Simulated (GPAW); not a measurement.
Zr3MoC in GPAW: the effect of target pressure

Crystal: Zr3MoC.

```
Zr Mo C
1.0
     4.94251    0.00000    0.00000
     0.00000    4.94251    0.00000
     0.00000    0.00000    4.94251
Zr Mo C
3 1 1
Direct
  0.50000 0.00000 0.00000
  0.00000 0.50000 0.00000
  0.00000 0.00000 0.50000
  0.00000 0.00000 0.00000
  0.50000 0.50000 0.50000
```

The cell was built by a generator and needn't be a form met in nature.

Alike in all runs:

| Quantity | Value |
| --- | --- |
| Program | GPAW 26.7.0 |
| Task | relaxation of cell and atoms |
| Functional | PBE |
| Potentials or basis | GPAW PAW data sets (gpaw-data 1.2.1) |
| Cutoff | 800 eV |
| Basis | pw |
| k mesh | 5 × 5 × 5 |
| Occupations | fermi-dirac, width 0.05 eV |
| Spin | no spin polarisation |

Each run relaxes the cell or the atoms first.

```csv
target pressure,target pressure,relaxed volume (Å³/atom)
0 GPa,-,24.24
2 GPa,2 GPa,?
5 GPa,5 GPa,22.78
```

Q: What does the run with target pressure 2 GPa give?

A: Relaxed volume 23.62 Å³/atom.

Caveats: later steps reuse the first step's grids.
